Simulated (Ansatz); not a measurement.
## Rh, space group P6_3/mmc: a band structure, step by step

With the Ansatz DFT code, driven from Python.

The cells in order, each with its output:

In [1]:
```python
from pathlib import Path

import ansatz as az
from ase.data import atomic_numbers
import numpy as np
import spglib
```

In [2]:
```python
config = {
    "kmesh": (10, 10, 3),
    "smearing": "fermi_dirac",
    "n_empty": 8,
}
```

In [3]:
```python
crystal = (
    az.Lattice.of([2.69174462, 0.0, 0.0], [-1.34587231, 2.33111922, 0.0], [0.0, 0.0, 8.79807013])
    .atom("Rh", [0.0, 0.0, 0.0])
    .atom("Rh", [1 / 3, 2 / 3, 0.25])
    .atom("Rh", [0.0, 0.0, 0.5])
    .atom("Rh", [2 / 3, 1 / 3, 0.75])
)

crystal.resolved().tree()["lattice"]
```
Out [3]:
```text
((2.69174462, 0.0, 0.0), (-1.34587231, 2.33111922, 0.0), (0.0, 0.0, 8.79807013))
```

In [4]:
```python
# high-symmetry points in fractions of the reciprocal vectors
path = [
    ("G", (0.0, 0.0, 0.0)),
    ("M", (0.5, 0.0, 0.0)),
    ("K", (0.33333, 0.33333, 0.0)),
    ("G", (0.0, 0.0, 0.0)),
    ("A", (0.0, 0.0, 0.5)),
    ("L", (0.5, 0.0, 0.5)),
    ("H", (0.33333, 0.33333, 0.5)),
    ("A", (0.0, 0.0, 0.5)),
]
calculation = (
    crystal.calculation()
    .functional(az.Functional.PBESOL)
    .kpoints(*config["kmesh"])  # the mesh must be finer for metals
    .occupations(config["smearing"])
    .band_structure([point for _, point in path], intervals=10)
    .scf(extra_bands=config["n_empty"])
    .density()
    .potential()  # keep the local potentials
    .electron_localization_function()  # 1 for a lone pair or bond, 0.5 for a uniform gas
    .output_files(volumetric_format="npy")
)
out = calculation.run()
report = out.report
```
```text
DeckWarning: basis.ecutwfc = 420 eV, auto-derived from the records' recommended cutoffs: set by Rh (normal level)
```

In [5]:
```python
report["converged"], report["free_energy_ev"]
```
Out [5]:
```text
(True, -25355.00602606777)
```

In [6]:
```python
n_atoms = len(report["lattice"]["sites"])
print("F =", round(report["free_energy_ev"], 4), "eV for", n_atoms, "atoms")
print("E(sigma -> 0) =", round(report["energy_sigma0_ev"], 4), "eV, TS =", round(report["entropy_ts_ev"], 5), "eV")
print("closed by", report["closed_by"], "after", report["n_iterations"], "iterations")
```
```text
F = -25355.006 eV for 4 atoms
E(sigma -> 0) = -25354.9125 eV, TS = 0.18701 eV
closed by deck_thresholds after 6 iterations
```

In [7]:
```python
spg_cell = (out.lattice.cell_ang, [s.position_frac for s in out.lattice.sites], [atomic_numbers[s.symbol] for s in out.lattice.sites])
# the group found depends on the tolerance
for tolerance in (1e-5, 1e-3, 1e-1):
    print(f"symprec {tolerance:g} A: {spglib.get_spacegroup(spg_cell, symprec=tolerance)}")
print("operations used by the run:", report["n_symmetry_ops"])
```
```text
symprec 1e-05 A: P6_3/mmc (194)
symprec 0.001 A: P6_3/mmc (194)
symprec 0.1 A: P6_3/mmc (194)
operations used by the run: 24
```

In [8]:
```python
folder = Path(out.write_results("fields"))
print("densities in e/A^3, potentials in eV, ELF without unit")
for name in sorted(p.name for p in folder.glob("*.npy")):
    field = np.load(folder / name)
    print(f"{name:16s} {str(field.shape):16s} min {field.min():10.4f}  mean {field.mean():10.4f}  max {field.max():10.4f}")

bands = out.band_structure()
fermi = bands.fermi_energy_ev
print(f"zero of the bands: {fermi:.3f} eV, the Fermi level found on the SCF mesh")
for spin, channel in enumerate(bands.channels):
    print("channel", spin, "- computed levels within 8 eV of the Fermi level")
    for i, (label, _) in enumerate(path):
        levels = channel.eigenvalues_ev[i * 10] - fermi
        print(f"  {label:3s}", " ".join(f"{e:7.3f}" for e in levels if abs(e) < 8))
```
```text
densities in e/A^3, potentials in eV, ELF without unit
elf.npy          (18, 18, 60)     min     0.1884  mean     0.3122  max     0.7751
rho.npy          (18, 18, 60)     min     0.1611  mean     1.2318  max    15.1726
v_es.npy         (18, 18, 60)     min   -79.5253  mean     9.1103  max    25.5827
v_tot.npy        (18, 18, 60)     min  -112.6575  mean    -4.8443  max    16.2976
zero of the bands: 22.171 eV, the Fermi level found on the SCF mesh
channel 0 - computed levels within 8 eV of the Fermi level
  G    -6.273  -6.254  -6.176  -3.262  -3.230  -3.182  -3.182  -3.135  -3.135  -3.128  -2.763  -2.763  -2.651  -2.651  -1.447  -1.447  -0.855  -0.855  -0.359  -0.359   0.414   0.414   0.604
  M    -6.296  -6.242  -6.044  -5.399  -5.140  -4.518  -4.420  -3.590  -3.172  -2.689  -2.219  -1.579  -1.560   0.533   0.543   0.586   0.648   0.814   0.816   0.856   1.152   2.187   4.250   4.705
  K    -4.996  -4.996  -4.788  -4.679  -4.679  -4.440  -4.036  -4.036  -3.253  -3.134  -3.131  -3.131  -1.808  -1.808  -0.782  -0.782  -0.079   0.074   0.074   0.273   6.482   6.482   6.629   7.536
  G    -6.273  -6.254  -6.176  -3.262  -3.230  -3.182  -3.182  -3.135  -3.135  -3.128  -2.763  -2.763  -2.651  -2.651  -1.447  -1.447  -0.855  -0.855  -0.359  -0.359   0.414   0.414   0.604
  A    -7.465  -7.465  -6.055  -6.055  -3.344  -3.344  -3.043  -3.043  -3.043  -3.043  -2.875  -2.875  -2.875  -2.875  -1.210  -1.210  -1.141  -1.141  -1.141  -1.141   0.067   0.067   0.067   0.067
  L    -5.993  -5.993  -5.763  -5.763  -5.554  -5.554  -3.643  -3.643  -2.741  -2.741  -1.408  -1.408  -1.025  -1.025  -0.119  -0.119   0.575   0.575   0.792   0.792   2.810   2.810   4.187   4.187
  H    -5.204  -5.204  -4.624  -4.624  -4.289  -4.289  -4.099  -4.099  -3.207  -3.207  -3.191  -3.191  -1.800  -1.800  -1.096  -1.096   0.110   0.110   0.362   0.362   6.801   6.801   6.972   6.972   7.682   7.682
  A    -7.465  -7.465  -6.055  -6.055  -3.344  -3.344  -3.043  -3.043  -3.043  -3.043  -2.875  -2.875  -2.875  -2.875  -1.210  -1.210  -1.141  -1.141  -1.141  -1.141   0.067   0.067   0.067   0.067
```

Notes:
- Absolute energies stand on the zero of these potentials, so only differences at equal settings mean something. A total without «per atom» is that of the cell as typed.
- Spin is left out of this run.
- The mesh is modest for a metal, so energies can be off by several to tens of meV an atom and pressures by half a GPa or more; differences at equal mesh fare better.
- Densities and potentials on the grid are those of the valence electrons, and inside the cores they hang on the potentials used.
- This isn't the structure that Rh takes at ambient conditions.
- Levels are Kohn-Sham eigenvalues on this mesh, without spin-orbit coupling.
- Warnings are shown shortened and without file and line.
- Hardware and time: 5.4 s on 1 thread of Intel(R) Xeon(R) Processor @ 2.30GHz (shared host), peak memory 0.54 GiB.
